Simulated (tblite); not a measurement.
# C7H10GeO: the cost of one run

The runs use tblite 0.8.0 and PySCF 2.14.0, with density-fitted response routines of our own; the level of theory stands in each step. All values are computed, except where a source is named. Atoms count from 0, in the outputs and in this text.

### Step 1. The molecule as given

19 atoms, charge 0, multiplicity 1; geometry from: force field or distance geometry start.

Bonds of the start (Å): C0–C1 1.21, C1–Ge2 1.87, Ge2–C3 1.96, C3–C4 1.48, C4–C5 1.26, C5–O6 1.43, O6–C7 1.42, C5–C8 1.48, C8–Ge2 1.98, C0–H9 1.07, Ge2–H10 1.51, C3–H11 1.10, C3–H12 1.10, C4–H13 1.14, C7–H14 1.10, C7–H15 1.10, C7–H16 1.11, C8–H17 1.09, C8–H18 1.10.

### Step 2. Relaxing the molecule with GFN2-xTB

The job: settings as JSON, then the geometry in Å.

```
{"job": {"kind": "relax", "xc": "GFN2-xTB", "basis": "xTB"}, "charge": 0, "multiplicity": 1}
C      3.486200    -1.981400     0.055300
C      2.804800    -0.993300    -0.133000
Ge     1.778400     0.541800    -0.399100
C      0.384200     0.307700    -1.760400
C     -0.638300    -0.314600    -0.883900
C     -0.656100    -0.130000     0.360200
O     -1.649400    -0.723600     1.205500
C     -2.964500    -0.201000     1.047600
C      0.385800     0.715400     0.991300
H      4.083800    -2.853100     0.220300
H      2.571400     1.818300    -0.583400
H      0.060500     1.267200    -2.181000
H      0.688000    -0.421800    -2.521600
H     -1.417300    -0.963600    -1.396500
H     -3.683600    -0.698500     1.722400
H     -3.202700    -0.325900    -0.022600
H     -2.893100     0.882000     1.297300
H      0.103400     1.771000     1.014300
H      0.749100     0.327700     1.959800
```

On the command line:

```bash
> OMP_NUM_THREADS=1 python probes_run.py task.json out
```

The driver reads the jobs from task.json and runs them one after another.

Q: Estimate the wall time and peak memory of this first job on 1 thread of Intel Xeon at 2.60GHz, shared host.

About 1 s, with a peak of 0.18 GiB.
